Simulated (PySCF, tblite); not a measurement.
# C₇H₁₄BN: geometry, infrared bands and NMR shifts

Wanted: the infrared bands and NMR shifts of C₇H₁₄BN (`C#C[B@H-](CC(=C)C)[NH2+]C`), by calculation.

The runs use tblite 0.8.0 and PySCF 2.14.0, with density-fitted response routines of our own; the level of theory stands in each step. All values are computed, except where a source is named. Atoms are numbered from 0 throughout.

## (1) The starting structure

23 atoms, charge 0, multiplicity 1; geometry from: force field or distance geometry start.

Bonds of the start (Å): C0–C1 1.19, C1–B2 1.56, B2–C3 1.61, C3–C4 1.52, C4–C5 1.33, C4–C6 1.51, B2–N7 1.55, N7–C8 1.47, C0–H9 1.07, B2–H10 1.20, C3–H11 1.12, C3–H12 1.09, C5–H13 1.08, C5–H14 1.08, C6–H15 1.11, C6–H16 1.11, C6–H17 1.12, N7–H18 1.04, N7–H19 1.04, C8–H20 1.13, C8–H21 1.11, C8–H22 1.11.

## (2) Geometry optimisation with GFN2-xTB

The job: settings as JSON, then the geometry in Å.

```
{"job": {"kind": "relax", "xc": "GFN2-xTB", "basis": "xTB"}, "charge": 0, "multiplicity": 1}
C     -1.944200     2.882100     0.902800
C     -1.411500     1.846600     0.635700
B     -0.693900     0.494100     0.314900
C      0.854900     0.607800     0.731000
C      1.531200    -0.754400     0.748800
C      1.282600    -1.630900     1.723900
C      2.513800    -1.112100    -0.345500
N     -0.825400     0.187500    -1.200200
C     -2.194900    -0.194500    -1.574300
H     -2.436600     3.799500     1.134600
H     -1.229600    -0.365100     0.950800
H      0.935500     1.047200     1.754800
H      1.364800     1.291900     0.047200
H      0.600900    -1.389300     2.526100
H      1.773700    -2.591000     1.744300
H      3.511400    -1.297200     0.115100
H      2.605200    -0.300400    -1.090300
H      2.171000    -2.040000    -0.863600
H     -0.202800    -0.612200    -1.444500
H     -0.536500     1.017700    -1.761300
H     -2.910900     0.650800    -1.376300
H     -2.241300    -0.423200    -2.659700
H     -2.522200    -1.087900    -1.004000
```

Command:

```
$ OMP_NUM_THREADS=1 python probes_run.py task.json out
```

One launch serves the whole session: the jobs run in the order shown.

**Question.** This job is followed by: GFN2-xTB harmonic vibrations, gas phase; GIAO PBE0/pcSseg-1 NMR shielding, non-relativistic, gas phase. What will the session give for the following? strongest single infrared mode (GFN2-xTB); zero-point energy (GFN2-xTB); ¹³C shifts against TMS (PBE0/pcSseg-1); ¹H shifts against TMS (PBE0/pcSseg-1, means over atoms taken as alike); ¹¹B shifts against BF3·OEt2 (PBE0/pcSseg-1); ¹⁵N shifts against NH3 (PBE0/pcSseg-1).

**Answer**, as computed:

| quantity | value |
| --- | --- |
| strongest single infrared mode (GFN2-xTB) | 2442 cm⁻¹, 197 km/mol |
| zero-point energy (GFN2-xTB) | 122.4 kcal/mol |
| ¹³C shifts against TMS (PBE0/pcSseg-1) | 164.0, 112.5, 104.0, 92.1, 32.8, 32.4, 31.0 ppm |
| ¹H shifts against TMS (PBE0/pcSseg-1, means over atoms taken as alike) | 5.25, 4.94, 4.61, 2.70, 2.38, 2.24, 1.83, 1.74, 1.68, 1.05 ppm |
| ¹¹B shifts against BF3·OEt2 (PBE0/pcSseg-1) | -20.1 ppm |
| ¹⁵N shifts against NH3 (PBE0/pcSseg-1) | 54.2 ppm |

The optimisation took 196 steps and gained 0.372 eV; among the close pairs (by a distance rule), B2–N7 changed most, from 1.551 to 1.647 Å. All 63 modes are real, so the xTB geometry is a minimum. The strongest single mode, at 2442 cm⁻¹, moves mainly H10. GFN2-xTB is a fitted tight-binding method: band positions and strengths are rough. Its intensities can rank the bands wrongly. C4 (fully substituted alkene carbon) lies farthest downfield among carbon, at 164.0 ppm; an sp2 carbon of a C=C bond. At PBE0/pcSseg-1: Shielding is most anisotropic at C1 (span 323 ppm, paramagnetic term -176 ppm).
